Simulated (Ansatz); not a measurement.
# C2H6F2GeO2: basis-set convergence

How large a basis does C2H6F2GeO2 need? Two functionals are run in growing sets.

Computed with Ansatz 0.2.0, Gaussian basis. Level: one geometry, several basis sets.

Levels to be run: PBE0-D4/def2-SVP; ωB97M-V/def2-SVP; PBE0-D4/def2-QZVPP; ωB97M-V/def2-QZVPP; the functionals' def2-TZVPP values are taken from earlier runs.

## 1. Structure used throughout

All runs share one geometry, relaxed beforehand with PBE0-D4 in a triple-zeta def2 set.

SMILES `C[O][Ge]([F])([F])[O]C`, 13 atoms, charge 0, spin multiplicity 1.

Atoms are counted from 1 here; the program's logs count them from 0.

Bond lengths: C1–O2 1.421 Å, C1–H8 1.094 Å, C1–H9 1.090 Å, C1–H10 1.095 Å, O2–Ge3 1.738 Å, Ge3–F4 1.709 Å, Ge3–F5 1.709 Å, Ge3–O6 1.738 Å, O6–C7 1.421 Å, C7–H11 1.090 Å, C7–H12 1.095 Å, C7–H13 1.094 Å. Angles: O2–C1–H8 111.4°, O2–C1–H9 107.0°, O2–C1–H10 111.9°, H8–C1–H9 108.8°, H8–C1–H10 109.0°, H9–C1–H10 108.7°, C1–O2–Ge3 119.8°, O2–Ge3–F4 111.0°, O2–Ge3–F5 105.6°, O2–Ge3–O6 115.3°, F4–Ge3–F5 108.2°, F4–Ge3–O6 105.6°, F5–Ge3–O6 111.0°, Ge3–O6–C7 119.8°, O6–C7–H11 107.0°, O6–C7–H12 111.9°, O6–C7–H13 111.4°, H11–C7–H12 108.7° and more.

## 2. PBE0-D4 in def2-SVP

The input, in.yaml:

```yaml
crystal:
  periodic: [false, false, false]
  atoms:
    - {symbol: C, position_ang: [-1.897518, -0.464245, 0.924324]}
    - {symbol: O, position_ang: [-1.210052, -0.828654, -0.264674]}
    - {symbol: Ge, position_ang: [0.512861, -1.052822, -0.232875]}
    - {symbol: F, position_ang: [0.957302, -2.230661, 0.922692]}
    - {symbol: F, position_ang: [0.928402, -1.643256, -1.781698]}
    - {symbol: O, position_ang: [1.437880, 0.363738, 0.163784]}
    - {symbol: C, position_ang: [1.394728, 1.498317, -0.690560]}
    - {symbol: H, position_ang: [-1.846363, -1.258370, 1.674678]}
    - {symbol: H, position_ang: [-2.941400, -0.303849, 0.653099]}
    - {symbol: H, position_ang: [-1.501894, 0.460404, 1.357071]}
    - {symbol: H, position_ang: [1.978209, 2.283296, -0.208549]}
    - {symbol: H, position_ang: [0.371886, 1.861010, -0.835472]}
    - {symbol: H, position_ang: [1.836358, 1.280190, -1.667119]}
basis:
  gaussian: {orbitals: def2-SVP}
hamiltonian: {xc: pbe0, dispersion: d4}
output: {orbitals: {seedname: orbitals}}
```

Run with:

```bash
> ansatz run in.yaml --threads 2 --pin off --events-out ev --progress --plain --max-ram 32768MiB --backend cpu
```

The runs that follow: ωB97M-V in def2-SVP; PBE0-D4 in def2-QZVPP; ωB97M-V in def2-QZVPP.

**Question.** What will the summary of the whole plan be? Wanted: PBE0-D4: double and triple zeta above quadruple; ωB97M-V: double and triple zeta above quadruple.

**Answer**, as computed:

| quantity | value |
| --- | --- |
| PBE0-D4: double and triple zeta above quadruple | 23.44, 1.92 eV |
| ωB97M-V: double and triple zeta above quadruple | 23.72, 1.85 eV |

In words: For PBE0-D4 the step from double to triple zeta gains 21.52 eV and the next only 1.92 eV. These are total energies; as a rule much of such shifts cancels in differences, which this series doesn't test. The LUMO of ωB97M-V is positive and keeps falling with the basis (1.80 to 1.16 eV): an unbound level that the basis holds in place.
